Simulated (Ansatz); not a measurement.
HfIn4SiO6:

```xyz
12
Lattice="2.7159 -4.7036 0.0083 2.7159 4.7036 0.0083 -1.8792 0.0000 7.4013" Properties=species:S:1:pos:R:3 pbc="T T T"
Hf    2.7159   -2.7125    0.0083
In    1.7763   -1.1453    3.7090
In    2.7159    0.4231    0.0083
In    1.7763    2.0313    3.7090
In    1.7763   -4.3098    3.7090
Si    2.7159    3.5589    0.0083
O    -1.1497    0.2444    6.4159
O     4.7022    0.2444    1.0021
O     1.9910   -1.2091    6.4253
O     1.5616   -1.2091    0.9927
O     1.8741    2.2355    0.9933
O     1.6785    2.2355    6.4246
```

The cell was built by a generator and needn't be a form met in nature.

Base run:

| Property | Result |
| --- | --- |
| Program | Ansatz 0.2.0 |
| Functional | PBE |
| Potentials or basis | Ansatz PAW |
| Cutoff | 420 eV (not typed: the program's choice for these potentials) |
| k mesh | 6 × 6 × 4 |
| Occupations | fermi-dirac, width 0.05 eV |
| Spin | no spin polarisation |

Its results: band gap on the k mesh none (metal or under the smearing width); pressure 0.0 GPa; largest force 0.013 eV/Å.

Question: The run is repeated on the same cell with these changes: hubbard terms from none to Hf d U = 2 eV; hubbard projectors from none to ortho-atomic (the default). What comes out?

Answer: Band gap on the k mesh none (metal or under the smearing width); pressure 0.5 GPa; largest force 0.096 eV/Å.

Caveats: spin-orbit coupling is left out, which moves the levels of the heavy elements (some runs); U without spin polarisation on a metal has little footing (some runs).
